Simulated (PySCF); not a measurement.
# NbS(OSiH3)3: geometry, NMR shifts and electronic excitations

Aim: predict the NMR shifts and electronic excitations of NbS(OSiH3)3 (`[SiH3][O][Nb](=[S])([O][SiH3])[O][SiH3]`).

Programs: PySCF 2.14.0, with density-fitted response routines of our own. Each step states its level of theory. These are calculated values for one molecule in the gas phase, unless marked as measured. Atoms count from 0, in the outputs and in this text.

## 1. The starting structure

17 atoms, charge 0, multiplicity 1; geometry from: GFN2-xTB. The atoms were then displaced at random by about 0.03 Å, so the start is not that level's minimum.

Bonds of the start (Å): Nb0–S1 2.21, Nb0–O2 1.71, Nb0–O7 1.94, Nb0–O12 1.92, O2–Si3 1.77, Si3–H4 1.43, Si3–H5 1.40, Si3–H6 1.48, O7–Si8 1.64, Si8–H9 1.44, Si8–H10 1.50, Si8–H11 1.50, O12–Si13 1.61, Si13–H14 1.45, Si13–H15 1.45, Si13–H16 1.46.

## 2. Optimising the geometry at PBE0-D3(BJ)/def2-SVP

Job settings and geometry (Å):

```
{"job": {"xc": "PBE0", "basis": "def2-SVP", "d3": "d3bj", "grid": 1, "maxiter": 40, "shake": 0.03, "kind": "geom"}, "charge": 0, "multiplicity": 1}
Nb     0.061180    -0.094750     0.093100
S     -0.129130    -0.059220     2.298920
O      1.587110    -0.809930    -0.206060
Si     3.210670    -1.484390    -0.023030
H      3.374430    -1.536060     1.400300
H      4.031790    -0.620990    -0.767240
H      3.023690    -2.837490    -0.603760
O     -0.065040     1.812260    -0.249310
Si    -0.244100     3.427700    -0.046170
H     -0.459020     3.679490     1.354230
H     -1.412020     3.782440    -0.915190
H      1.043450     3.959100    -0.598400
O     -1.572280    -0.991370    -0.369710
Si    -2.902010    -1.897540    -0.311880
H     -3.200210    -2.151440     1.083030
H     -2.529720    -3.108250    -1.022170
H     -3.847330    -1.070120    -1.056400
```

On the command line:

```console
$ OMP_NUM_THREADS=1 python probes_run.py task.json out
```

This one command runs all jobs of the session in turn.

**Question.** This job is followed by: GIAO PBE0/pcSseg-1 Nb:def2-TZVP NMR shielding, non-relativistic, gas phase; TDDFT wB97X-D/def2-SVPD, vertical, gas phase, core orbitals frozen in the response; GIAO B3LYP/pcSseg-1 Nb:def2-TZVP NMR shielding, non-relativistic, gas phase. Predict these results of the whole session: rotational constants (main isotopes); ¹H shifts against TMS (PBE0/def2-TZVP+pcSseg-1, means over atoms taken as alike); ³³S shifts against CS2 (PBE0/def2-TZVP+pcSseg-1); ¹⁷O shifts against H2O (PBE0/def2-TZVP+pcSseg-1, means over atoms taken as alike); ²⁹Si shifts against TMS (PBE0/def2-TZVP+pcSseg-1, means over atoms taken as alike); surface potential, 1st and 99th percentile; lowest singlet (wB97X-D/def2-SVPD); brightest single state of those computed; lowest triplet; range of the shift of S1.

**Answer**, as computed:

| quantity | value |
| --- | --- |
| rotational constants (main isotopes) | 0.61, 0.60, 0.39 GHz |
| ¹H shifts against TMS (PBE0/def2-TZVP+pcSseg-1, means over atoms taken as alike) | 5.29 ppm |
| ³³S shifts against CS2 (PBE0/def2-TZVP+pcSseg-1) | 993 ppm |
| ¹⁷O shifts against H2O (PBE0/def2-TZVP+pcSseg-1, means over atoms taken as alike) | 267.0 ppm |
| ²⁹Si shifts against TMS (PBE0/def2-TZVP+pcSseg-1, means over atoms taken as alike) | -15.2 ppm |
| surface potential, 1st and 99th percentile | -0.82 V and 1.63 V |
| lowest singlet (wB97X-D/def2-SVPD) | 4.07 eV (305 nm), f = 0.000 |
| brightest single state of those computed | state 4, 5.01 eV, f = 0.038 |
| lowest triplet | 3.62 eV |
| range of the shift of S1 | 993 to 1011 ppm |

In words: The start was shaken at random, so part of the energy gained undoes that. Relaxing lowered the energy by 1.416 eV in 10 steps; the close pair that moved most is Nb0–O2, from 1.712 to 1.877 Å. At PBE0/def2-TZVP+pcSseg-1: The widest tensor belongs to S1: span 1705 ppm, with a paramagnetic part of -1559 ppm. The lowest singlet, at 4.07 eV, is HOMO→LUMO 0.48, HOMO−1→LUMO+1 0.43 and is dark; of the 10 states computed, the strongest absorption comes from state 4 at 5.01 eV. The lowest triplet lies 0.45 eV below the lowest singlet (triplets in Tamm-Dancoff, singlets in full TDDFT). In ppm, S1 moves most: its shift spreads over 18 ppm, from 993 (PBE0/def2-TZVP+pcSseg-1) to 1011 (B3LYP/def2-TZVP+pcSseg-1). Spin-orbit coupling is left out, which matters for shieldings and couplings at and beside the heavy atoms.
